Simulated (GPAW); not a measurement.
**MgTiNbO4: single point with PBE**

Crystal: MgTiNbO4.

```
Nb Ti Mg O
1.0
     4.71026   -2.10295    0.00000
     4.71026    2.10295    0.00000
    -1.86680    0.00000    3.76678
Nb Ti Mg O
1 1 1 4
Direct
  0.00849 0.00849 0.00928
  0.75856 0.75856 0.25710
  0.50853 0.50853 0.50941
  0.26641 0.26641 0.26555
  0.50797 0.50797 0.00863
  0.75057 0.75057 0.74970
  0.00899 0.00899 0.50983
```

The cell comes from a database or a generator and needn't be the stable form of this composition.

```json
{"Program": "GPAW 26.7.0", "Task": "single point", "Functional": "PBE", "Potentials or basis": "GPAW PAW data sets (gpaw-data 1.2.1)", "Cutoff": "600 eV", "Basis": "pw", "k mesh": "5 × 5 × 5", "Occupations": "fermi-dirac, width 0.05 eV", "Spin": "no spin polarisation"}
```

```json
{"Pressure": "-8.0 GPa", "Largest force": "0.261 eV/Å", "Band gap on the k mesh": "none (metal or under the smearing width)"}
```

Forces in eV/Å, atoms in the order of the input:
```
Nb   0.010  0.000 -0.022
Ti  -0.021  0.000  0.023
Mg   0.001  0.000 -0.013
O   -0.236  0.000 -0.102
O    0.038  0.000  0.007
O    0.225  0.000  0.132
O   -0.017  0.000 -0.027
```

Stress tensor (GPa, compression positive):
```
-7.59  0.00  0.17
 0.00 -8.36  0.00
 0.17  0.00 -8.13
```

Levels at points of the mesh, in eV from the Fermi level:
```csv
k point,band 27,band 28,band 29,band 30,band 31,band 32
"(0.00, 0.00, 0.00)",-3.21,-3.21,-1.68,-0.38,-0.38,0.75
```

It took 2.5 min on 1 thread of Arm Neoverse V1, with other jobs on the host, peak memory 0.29 GiB.

Caveat: the cutoff is short for stress and forces, so pressures can be off by a GPa or more; an odd number of electrons without spin polarisation forces a metal; a magnetic or distorted state may lie lower; semilocal functionals often make such compounds metallic where correlation or magnetic order opens a gap, which also shifts bond lengths.
